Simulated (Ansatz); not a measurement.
Working through a relaxation driven by ASE of NaCa₃, space group Fm-3m

With the Ansatz DFT code, driven from Python.

Typed at the interpreter:
```pycon
>>> import warnings
>>> import ansatz as az
>>> from ase import Atoms
>>> from ase.calculators.calculator import Calculator, all_changes
>>> from ase.filters import FrechetCellFilter
>>> from ase.optimize import FIRE
>>> from ase.units import GPa
>>> import numpy as np
>>> class AnsatzEngine(Calculator):
...     implemented_properties = ["energy", "free_energy", "forces", "stress"]
...     def calculate(self, atoms=None, properties=("energy",), system_changes=all_changes):
...         super().calculate(atoms, properties, system_changes)
...         bare = self.atoms.copy()
...         bare.set_constraint()
...         bare.set_momenta(None)
...         job = (
...             az.Crystal.from_ase(bare).calculation()
...             .basis(530)
...             .occupations(az.OccupationsMethod.METHFESSEL_PAXTON)
...             .functional(az.Functional.PBESOL)
...             .kpoints(2, 2, 2)
...             .scf(tolerance=1e-06)
...             .forces()
...             .stress()
...         )
...         report = job.run(threads=1, pin="off").report
...         self.results["free_energy"] = report["lagrangian_ev"]
...         self.results["energy"] = report.get("lagrangian_sigma0_ev", report["lagrangian_ev"])
...         self.results["forces"] = np.array(report["forces_ev_ang"])
...         s = -np.array(report["stress_gpa"]) * GPa  # ASE counts tension as positive
...         self.results["stress"] = s[[0, 1, 2, 1, 0, 0], [0, 1, 2, 2, 2, 1]]
...
>>> warnings.simplefilter("ignore")
>>> atoms = Atoms(
...     ["Na", "Ca", "Ca", "Ca"],
...     cell=[(0.0, 4.337326, 4.337326), (4.337326, 0.0, 4.337326), (4.337326, 4.337326, 0.0)],
...     scaled_positions=[
...         (0.0, 0.0, 0.0),
...         (0.25, 0.25, 0.25),
...         (0.75, 0.75, 0.75),
...         (0.5, 0.5, 0.5),
...     ],
...     pbc=True,
... )
>>> atoms.calc = AnsatzEngine()
>>> before = atoms.get_potential_energy(), atoms.get_volume()
>>> target = FrechetCellFilter(atoms)
>>> optimiser = FIRE(target, logfile=None)
>>> def tell():
...     fmax = np.linalg.norm(target.get_forces(), axis=1).max()
...     print(f"step {optimiser.nsteps:2d}  E = {atoms.get_potential_energy():.5f} eV  fmax = {fmax:.4f}  V = {atoms.get_volume():.3f} A^3")
...
>>> optimiser.attach(tell)
>>> met = optimiser.run(fmax=0.02, steps=12)
step  0  E = -6856.29671 eV  fmax = 0.0061  V = 163.191 A^3
>>> print("threshold met:", bool(met), " energy gained:", round(before[0] - atoms.get_potential_energy(), 5), "eV")
threshold met: True  energy gained: 0.0 eV
>>> print("cell lengths and angles:", np.round(atoms.cell.cellpar(), 3))
cell lengths and angles: [ 6.134  6.134  6.134 60.    60.    60.   ]
>>> np.round(atoms.get_scaled_positions(), 4)
array([[0.  , 0.  , 0.  ],
       [0.25, 0.25, 0.25],
       [0.75, 0.75, 0.75],
       [0.5 , 0.5 , 0.5 ]])
```

The settings weren't tested for convergence. For a metal this mesh is far too coarse, so the numbers only illustrate the procedure. This cell is a computed structure, which may not be the phase found in nature. The script silences warnings, which a real study should read. The whole script took 1.9 s on 1 thread of Arm Neoverse V2 (shared host), peak memory 0.49 GiB.
